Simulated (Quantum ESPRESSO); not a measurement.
# WS (P1) in Quantum ESPRESSO: convergence with k mesh

Aim: find how far k mesh must go before the results for WS settle, at PBE. This setting moves, with any that are tied to it; all else stays.

Everything below comes from runs of Quantum ESPRESSO 7.5. Logs are shortened: lines on timing, memory, paths and dates and some standing lists are left out, and cuts for length are marked.

### Step 1. The cell of the first run

The typed cell holds 2 atoms: a = 3.008 Å, b = 3.008 Å, c = 3.008 Å, α = 90.00°, β = 90.00°, γ = 90.00°.

The cell was built by a generator and needn't be a form met in nature.

The cell isn't the ideal one: atoms moved at random, drawn with an rms of 0.05 Å.

### Step 2. With k mesh 1 × 1 × 1

Input file pw.in:

```
&CONTROL
  calculation = 'scf'
  prefix = 'pwscf'
  outdir = './tmp'
  pseudo_dir = './pseudo'
  tprnfor = .true.
  tstress = .true.
  disk_io = 'nowf'
/
&SYSTEM
  ibrav = 0
  nat = 2
  ntyp = 2
  ecutwfc = 56
  ecutrho = 448
  nbnd = 16
  occupations = 'smearing'
  smearing = 'mp'
  degauss = 0.00734986
/
&ELECTRONS
  conv_thr = 4d-10
  electron_maxstep = 120
  mixing_beta = 0.5
/
ATOMIC_SPECIES
W    183.8400 w_pbe_v1.2.uspp.F.UPF
S     32.0600 s_pbe_v1.4.uspp.F.UPF
CELL_PARAMETERS angstrom
   3.0078900000    0.0000000000    0.0000000000
   0.0000000000    3.0078900000    0.0000000000
   0.0000000000    0.0000000000    3.0078900000
ATOMIC_POSITIONS crystal
W      0.4926220000    0.5020630000    0.4956990000
S     -0.0093660000   -0.0100220000    0.0088710000
K_POINTS automatic
1 1 1 0 0 0
```

Potentials or basis: GBRV 1.5 PBE.

Launch:

```
$ OMP_NUM_THREADS=1 pw.x -in pw.in > pw.out
```

pw.out:

```text
This program is part of the open-source Quantum ESPRESSO suite
     for quantum simulation of materials; please cite
[... 6 lines left out ...]
     --------------------
     sticks:   dense  smooth     PW     G-vecs:    dense   smooth      PW
     Sum        1153     577    145                29423    10395    1309

     Using Slab Decomposition

     bravais-lattice index     =            0
     lattice parameter (alat)  =       5.6841  a.u.
     unit-cell volume          =     183.6464 (a.u.)^3
     number of atoms/cell      =            2
     number of atomic types    =            2
     number of electrons       =        20.00
     number of Kohn-Sham states=           16
     kinetic-energy cutoff     =      56.0000  Ry
     charge density cutoff     =     448.0000  Ry
     scf convergence threshold =      4.0E-10
     mixing beta               =       0.5000
     number of iterations used =            8  plain     mixing
     Exchange-correlation=  SLA  PW   PBX  PBC
                           (   1   4   3   4   0   0   0)

     celldm(1)=   5.684088  celldm(2)=   0.000000  celldm(3)=   0.000000
     celldm(4)=   0.000000  celldm(5)=   0.000000  celldm(6)=   0.000000

     crystal axes: (cart. coord. in units of alat)
               a(1) = (   1.000000   0.000000   0.000000 )
               a(2) = (   0.000000   1.000000   0.000000 )
               a(3) = (   0.000000   0.000000   1.000000 )

     reciprocal axes: (cart. coord. in units 2 pi/alat)
               b(1) = (  1.000000  0.000000  0.000000 )
               b(2) = (  0.000000  1.000000  0.000000 )
               b(3) = (  0.000000  0.000000  1.000000 )

     PseudoPot. # 1 for W  read from file:
     w_pbe_v1.2.uspp.F.UPF
     Pseudo is Ultrasoft + core correction, Zval = 14.0
     Generated by new atomic code, or converted to UPF format
     Using radial grid of  923 points,  8 beta functions with:
                l(1) =   0
                l(2) =   0
                l(3) =   0
                l(4) =   1
                l(5) =   1
                l(6) =   2
                l(7) =   2
                l(8) =   3
     Q(r) pseudized with  6 coefficients,  rinner =    1.350   1.350   1.350
                                                       1.350   1.350   1.350
                                                       1.350

     PseudoPot. # 2 for S  read from file:
     s_pbe_v1.4.uspp.F.UPF
     Pseudo is Ultrasoft + core correction, Zval =  6.0
     Generated by new atomic code, or converted to UPF format
     Using radial grid of  907 points,  6 beta functions with:
                l(1) =   0
                l(2) =   0
                l(3) =   1
                l(4) =   1
                l(5) =   2
                l(6) =   2
     Q(r) pseudized with  8 coefficients,  rinner =    1.300   1.300   1.300
                                                       1.300   1.300

     atomic species   valence    mass     pseudopotential
     W                14.00   183.84000     W ( 1.00)
     S                 6.00    32.06000     S ( 1.00)

     No symmetry found

   Cartesian axes

     site n.     atom                  positions (alat units)
         1        W      tau(   1) = (   0.4926220   0.5020630   0.4956990  )
         2        S      tau(   2) = (  -0.0093660  -0.0100220   0.0088710  )

     number of k points=     1  Methfessel-Paxton smearing, width (Ry)=  0.0073
                       cart. coord. in units 2pi/alat
        k(    1) = (   0.0000000   0.0000000   0.0000000), wk =   2.0000000

     Dense  grid:    29423 G-vectors     FFT dimensions: (  40,  40,  40)

     Smooth grid:    10395 G-vectors     FFT dimensions: (  27,  27,  27)

     Initial potential from superposition of free atoms

     starting charge      19.8996, renormalised to      20.0000

     negative rho (up, down):  6.372E-02 0.000E+00
     Starting wfcs are   17 randomized atomic wfcs

     Self-consistent Calculation

     iteration #  1     ecut=    56.00 Ry     beta= 0.50
     Davidson diagonalization with overlap
     ethr =  1.00E-02,  avg # of iterations =  3.0

     negative rho (up, down):  6.529E-02 0.000E+00

     total energy              =    -182.49640177 Ry
     estimated scf accuracy    <       0.57300641 Ry

     iteration #  2     ecut=    56.00 Ry     beta= 0.50
     Davidson diagonalization with overlap
     ethr =  2.87E-03,  avg # of iterations =  2.0

     negative rho (up, down):  6.712E-02 0.000E+00

     total energy              =    -182.54539350 Ry
     estimated scf accuracy    <       0.29482881 Ry

     iteration #  3     ecut=    56.00 Ry     beta= 0.50
     Davidson diagonalization with overlap
     ethr =  1.47E-03,  avg # of iterations =  2.0

     negative rho (up, down):  6.812E-02 0.000E+00

     total energy              =    -182.64069783 Ry
     estimated scf accuracy    <       0.08784283 Ry

     iteration #  4     ecut=    56.00 Ry     beta= 0.50
     Davidson diagonalization with overlap
     ethr =  4.39E-04,  avg # of iterations =  1.0

     negative rho (up, down):  6.926E-02 0.000E+00

     total energy              =    -182.63627370 Ry
     estimated scf accuracy    <       0.02206721 Ry

     iteration #  5     ecut=    56.00 Ry     beta= 0.50
     Davidson diagonalization with overlap
     ethr =  1.10E-04,  avg # of iterations =  2.0

     negative rho (up, down):  6.936E-02 0.000E+00

     total energy              =    -182.63980325 Ry
     estimated scf accuracy    <       0.00487278 Ry

     iteration #  6     ecut=    56.00 Ry     beta= 0.50
     Davidson diagonalization with overlap
     ethr =  2.44E-05,  avg # of iterations =  2.0

     negative rho (up, down):  6.931E-02 0.000E+00

     total energy              =    -182.64103507 Ry
     estimated scf accuracy    <       0.00108204 Ry

     iteration #  7     ecut=    56.00 Ry     beta= 0.50
     Davidson diagonalization with overlap
     ethr =  5.41E-06,  avg # of iterations =  1.0

     negative rho (up, down):  6.928E-02 0.000E+00

     total energy              =    -182.64111106 Ry
     estimated scf accuracy    <       0.00006640 Ry

     iteration #  8     ecut=    56.00 Ry     beta= 0.50
     Davidson diagonalization with overlap
     ethr =  3.32E-07,  avg # of iterations =  2.0

     negative rho (up, down):  6.926E-02 0.000E+00

     total energy              =    -182.64112541 Ry
     estimated scf accuracy    <       0.00000150 Ry

     iteration #  9     ecut=    56.00 Ry     beta= 0.50
     Davidson diagonalization with overlap
     ethr =  7.50E-09,  avg # of iterations =  4.0

     negative rho (up, down):  6.924E-02 0.000E+00

     total energy              =    -182.64112634 Ry
     estimated scf accuracy    <       0.00000040 Ry

     iteration # 10     ecut=    56.00 Ry     beta= 0.50
     Davidson diagonalization with overlap
     ethr =  2.01E-09,  avg # of iterations =  2.0

     negative rho (up, down):  6.924E-02 0.000E+00

     total energy              =    -182.64112643 Ry
     estimated scf accuracy    <       0.00000009 Ry

     iteration # 11     ecut=    56.00 Ry     beta= 0.50
     Davidson diagonalization with overlap
     ethr =  4.39E-10,  avg # of iterations =  2.0

     negative rho (up, down):  6.924E-02 0.000E+00

     total energy              =    -182.64112644 Ry
     estimated scf accuracy    <          9.4E-09 Ry

     iteration # 12     ecut=    56.00 Ry     beta= 0.50
     Davidson diagonalization with overlap
     ethr =  4.70E-11,  avg # of iterations =  1.0

     negative rho (up, down):  6.924E-02 0.000E+00

     total energy              =    -182.64112644 Ry
     estimated scf accuracy    <          1.5E-09 Ry

     iteration # 13     ecut=    56.00 Ry     beta= 0.50
     Davidson diagonalization with overlap
     ethr =  7.68E-12,  avg # of iterations =  1.0

     negative rho (up, down):  6.924E-02 0.000E+00

     End of self-consistent calculation

          k = 0.0000 0.0000 0.0000 (  1309 PWs)   bands (ev):

   -57.2742 -21.1014 -21.1001 -21.0733   3.7896  14.4964  14.4979  18.7308
    18.7395  18.7698  19.6442  19.6676  19.6740  22.9560  30.0448  30.0576

     the Fermi energy is    19.2065 ev

!    total energy              =    -182.64112644 Ry
     estimated scf accuracy    <          1.8E-11 Ry
     smearing contrib. (-TS)   =       0.00000000 Ry
     internal energy E=F+TS    =    -182.64112645 Ry

     The total energy is F=E-TS. E is the sum of the following terms:
     one-electron contribution =     -11.22841672 Ry
     hartree contribution      =      18.04280644 Ry
     xc contribution           =     -49.96711302 Ry
     ewald contribution        =    -139.48840314 Ry

     convergence has been achieved in  13 iterations

     negative rho (up, down):  6.924E-02 0.000E+00

     Forces acting on atoms (cartesian axes, Ry/au):

     atom    1 type  1   force =     0.00868281    0.05199756   -0.05652721
     atom    2 type  2   force =    -0.00868281   -0.05199756    0.05652721

     Total force =     0.109311     Total SCF correction =     0.000006

     Computing stress (Cartesian axis) and pressure

     negative rho (up, down):  6.924E-02 0.000E+00
          total   stress  (Ry/bohr**3)                   (kbar)     P=      340.33
   0.00212952   0.00000968  -0.00001038          313.26        1.42       -1.53
   0.00000968   0.00238143  -0.00005768            1.42      350.32       -8.49
  -0.00001038  -0.00005768   0.00242968           -1.53       -8.49      357.42

=------------------------------------------------------------------------------=
   JOB DONE.
=------------------------------------------------------------------------------=
```

Run time: 14 s. Hardware: 1 thread of Arm Neoverse V1, shared host; peak memory 0.23 GiB.

What came out:

| Property | Result |
| --- | --- |
| Free energy | -2484.9591 eV |
| Pressure | 34.0 GPa |
| Largest force | 1.987 eV/Å |
| Band gap on the k mesh | 0.87 eV, direct |

### Step 3. With k mesh 2 × 2 × 2

Changes to pw.in since step 2:

```diff
@@ -36,2 +36,2 @@
 K_POINTS automatic
-1 1 1 0 0 0
+2 2 2 0 0 0
```

Potentials or basis: GBRV 1.5 PBE.

Launch:

```
$ OMP_NUM_THREADS=1 pw.x -in pw.in > pw.out
```

Wall time 15 s (1 thread of Arm Neoverse V1, shared host); peak memory 0.23 GiB.

Results:

```
Free energy            : -2492.4760 eV
Pressure               : 8.1 GPa
Largest force          : 0.948 eV/Å
Band gap on the k mesh : none (metal or under the smearing width)
```

### Step 4. With k mesh 4 × 4 × 4

Changes to pw.in since step 3:

```diff
@@ -36,2 +36,2 @@
 K_POINTS automatic
-2 2 2 0 0 0
+4 4 4 0 0 0
```

Launch:

```
$ OMP_NUM_THREADS=1 pw.x -in pw.in > pw.out
```

Run time: 21 s. Hardware: 1 thread of Arm Neoverse V1, shared host; peak memory 0.24 GiB.

What came out:

```yaml
Free_energy: -2492.6354 eV
Pressure: 0.5 GPa
Largest_force: 0.169 eV/Å
Band_gap_on_the_k_mesh: none (metal or under the smearing width)
```

### Step 5. With k mesh 5 × 5 × 5

Changes to pw.in since step 4:

```diff
@@ -36,2 +36,2 @@
 K_POINTS automatic
-4 4 4 0 0 0
+5 5 5 0 0 0
```

Launch:

```
$ OMP_NUM_THREADS=1 pw.x -in pw.in > pw.out
```

It took 29 s on 1 thread of Arm Neoverse V1, shared host; peak memory 0.25 GiB.

Results:

```
Free energy            : -2492.5687 eV
Pressure               : 0.7 GPa
Largest force          : 0.151 eV/Å
Band gap on the k mesh : none (metal or under the smearing width)
```

### Step 6. With k mesh 6 × 6 × 6

Changes to pw.in since step 5:

```diff
@@ -36,2 +36,2 @@
 K_POINTS automatic
-5 5 5 0 0 0
+6 6 6 0 0 0
```

Potentials or basis: GBRV 1.5 PBE.

Launch:

```
$ OMP_NUM_THREADS=1 pw.x -in pw.in > pw.out
```

Run time: 45 s. Hardware: 1 thread of Arm Neoverse V1, shared host; peak memory 0.26 GiB.

The run converged. Its results:

```
Free energy            : -2492.6865 eV
Pressure               : 0.4 GPa
Largest force          : 0.203 eV/Å
Band gap on the k mesh : none (metal or under the smearing width)
```

### Step 7. With k mesh 7 × 7 × 7

Changes to pw.in since step 6:

```diff
@@ -36,2 +36,2 @@
 K_POINTS automatic
-6 6 6 0 0 0
+7 7 7 0 0 0
```

Launch:

```
$ OMP_NUM_THREADS=1 pw.x -in pw.in > pw.out
```

Run time: 63 s. Hardware: 1 thread of Arm Neoverse V1, shared host; peak memory 0.28 GiB.

The run converged. Its results:

- Free energy: -2492.6292 eV
- Pressure: 0.9 GPa
- Largest force: 0.151 eV/Å
- Band gap on the k mesh: none (metal or under the smearing width)

### Step 8. With k mesh 8 × 8 × 8

Changes to pw.in since step 7:

```diff
@@ -36,2 +36,2 @@
 K_POINTS automatic
-7 7 7 0 0 0
+8 8 8 0 0 0
```

Launch:

```
$ OMP_NUM_THREADS=1 pw.x -in pw.in > pw.out
```

It took 90 s on 1 thread of Arm Neoverse V1, shared host; peak memory 0.31 GiB.

The run converged. Its results:

```yaml
Free_energy: -2492.6440 eV
Pressure: 0.8 GPa
Largest_force: 0.180 eV/Å
Band_gap_on_the_k_mesh: none (metal or under the smearing width)
```

### Step 9. With k mesh 10 × 10 × 10

Changes to pw.in since step 8:

```diff
@@ -36,2 +36,2 @@
 K_POINTS automatic
-8 8 8 0 0 0
+10 10 10 0 0 0
```

Potentials or basis: GBRV 1.5 PBE.

Launch:

```
$ OMP_NUM_THREADS=1 pw.x -in pw.in > pw.out
```

Run time: 2.8 min. Hardware: 1 thread of Arm Neoverse V1, shared host; peak memory 0.39 GiB.

It converged, with:

```yaml
Free_energy: -2492.6472 eV
Pressure: 0.5 GPa
Largest_force: 0.183 eV/Å
Band_gap_on_the_k_mesh: none (metal or under the smearing width)
```

### Step 10. With k mesh 11 × 11 × 11

Changes to pw.in since step 9:

```diff
@@ -36,2 +36,2 @@
 K_POINTS automatic
-10 10 10 0 0 0
+11 11 11 0 0 0
```

Launch:

```
$ OMP_NUM_THREADS=1 pw.x -in pw.in > pw.out
```

Run time: 3.6 min. Hardware: 1 thread of Arm Neoverse V1, shared host; peak memory 0.44 GiB.

It converged, with:

```yaml
Free_energy: -2492.6582 eV
Pressure: 0.6 GPa
Largest_force: 0.199 eV/Å
Band_gap_on_the_k_mesh: none (metal or under the smearing width)
```

### Step 11. Result

```csv
k mesh,"energy less the tightest run, at zero smearing (meV/atom)",pressure (GPa),largest force (eV/Å),gap on the mesh (eV),SCF cycles,CPU time (s),peak memory (GiB)
1 × 1 × 1,3849.57,34.03,1.987,0.874,13,13,0.23
2 × 2 × 2,92.65,8.09,0.948,0.000,10,15,0.23
4 × 4 × 4,11.85,0.48,0.169,0.000,8,21,0.24
5 × 5 × 5,45.89,0.67,0.151,0.000,8,29,0.25
6 × 6 × 6,-13.62,0.35,0.203,0.000,8,45,0.26
7 × 7 × 7,15.49,0.91,0.151,0.000,8,63,0.28
8 × 8 × 8,7.04,0.75,0.180,0.000,8,90,0.31
10 × 10 × 10,5.77,0.55,0.183,0.000,8,170,0.39
11 × 11 × 11,0.00,0.59,0.199,0.000,8,220,0.44
```

Against the tightest run, the pressure stays within 0.1 GPa from 10 × 10 × 10 on; the gap on the mesh stays within 0.01 eV from 2 × 2 × 2 on. Not settled before the last step: the energy (to 1 meV/atom), the largest force (to 0.005 eV/Å). Meshes of other sizes hit other points, so gaps and Fermi surfaces needn't settle smoothly. The tightest run that finished is the yardstick and may itself not be fully converged.
